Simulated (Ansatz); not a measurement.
# CH₅B₂NO: basis-set convergence

How large a basis does CH₅B₂NO need? Two functionals are run in growing sets.

Computed with Ansatz 0.2.0, Gaussian basis. Level: one geometry, several basis sets.

Levels to be run: PBE0-D4/def2-SVP; ωB97M-V/def2-SVP; PBE0-D4/def2-QZVPP; ωB97M-V/def2-QZVPP; the functionals' def2-TZVPP values are taken from earlier runs.

## (1) The geometry

All runs share one geometry, relaxed beforehand with PBE0-D4 in a triple-zeta def2 set.

SMILES `BBC(=N)O`, 10 atoms, charge 0, spin multiplicity 1.

Atoms are counted from 1 here; the program's logs count them from 0.

Bond lengths: B1–B2 1.638 Å, B1–H6 1.200 Å, B1–H7 1.198 Å, B2–C3 1.573 Å, B2–H8 1.199 Å, C3–N4 1.263 Å, C3–O5 1.353 Å, N4–H9 1.022 Å, O5–H10 0.967 Å. Angles: B2–B1–H6 121.0°, B2–B1–H7 122.4°, H6–B1–H7 116.6°, B1–B2–C3 123.6°, B1–B2–H8 119.9°, C3–B2–H8 116.5°, B2–C3–N4 116.4°, B2–C3–O5 115.6°, N4–C3–O5 127.9°, C3–N4–H9 114.5°, C3–O5–H10 109.5°.

As a file:

```mol
CH5B2NO
  3D, bonds by distance, orders not assigned

 10  9  0  0  0  0  0  0  0  0999 V2000
   -1.4109   -0.0225    1.3438 B   0  0
   -0.8920    0.0421   -0.2082 B   0  0
    0.6257    0.0103   -0.6194 C   0  0
    1.0226   -1.0252   -1.2247 N   0  0
    1.3658    1.0646   -0.2039 O   0  0
   -1.6545    0.9798    1.9564 H   0  0
   -1.5997   -1.0588    1.9146 H   0  0
   -1.6880    0.0844   -1.1040 H   0  0
    2.0352   -1.0810   -1.3491 H   0  0
    2.2787    0.9549   -0.5024 H   0  0
  1  2  8  0
  2  3  8  0
  3  4  8  0
  3  5  8  0
  1  6  8  0
  1  7  8  0
  2  8  8  0
  4  9  8  0
  5 10  8  0
M  END
```

## (2) PBE0-D4 in def2-SVP

in.yaml

```yaml
crystal:
  periodic: [false, false, false]
  atoms:
    - {symbol: B, position_ang: [-1.410901, -0.022452, 1.343774]}
    - {symbol: B, position_ang: [-0.891983, 0.042149, -0.208194]}
    - {symbol: C, position_ang: [0.625683, 0.010336, -0.619416]}
    - {symbol: N, position_ang: [1.022557, -1.025181, -1.224717]}
    - {symbol: O, position_ang: [1.365785, 1.064587, -0.203888]}
    - {symbol: H, position_ang: [-1.654549, 0.979793, 1.956406]}
    - {symbol: H, position_ang: [-1.599730, -1.058837, 1.914609]}
    - {symbol: H, position_ang: [-1.688017, 0.084448, -1.104021]}
    - {symbol: H, position_ang: [2.035223, -1.080972, -1.349149]}
    - {symbol: H, position_ang: [2.278733, 0.954928, -0.502402]}
basis:
  gaussian: {orbitals: def2-SVP}
hamiltonian: {xc: pbe0, dispersion: d4}
output: {orbitals: {seedname: orbitals}}
```

Command:

```bash
ansatz run in.yaml --threads 2 --pin off --events-out ev --progress --plain --max-ram 4352MiB
```

The runs that follow: ωB97M-V in def2-SVP; PBE0-D4 in def2-QZVPP; ωB97M-V in def2-QZVPP.

Q: Predict the results of all the runs planned. Wanted: PBE0-D4: double and triple zeta above quadruple; ωB97M-V: double and triple zeta above quadruple.

**Answer**, as computed:

```
                                       quantity          value
PBE0-D4: double and triple zeta above quadruple  7.28, 0.34 eV
ωB97M-V: double and triple zeta above quadruple  7.56, 0.32 eV
```

In words: PBE0-D4 gains 6.93 eV from double to triple zeta, then 0.34 eV more. These are total energies; as a rule much of such shifts cancels in differences, which this series doesn't test.
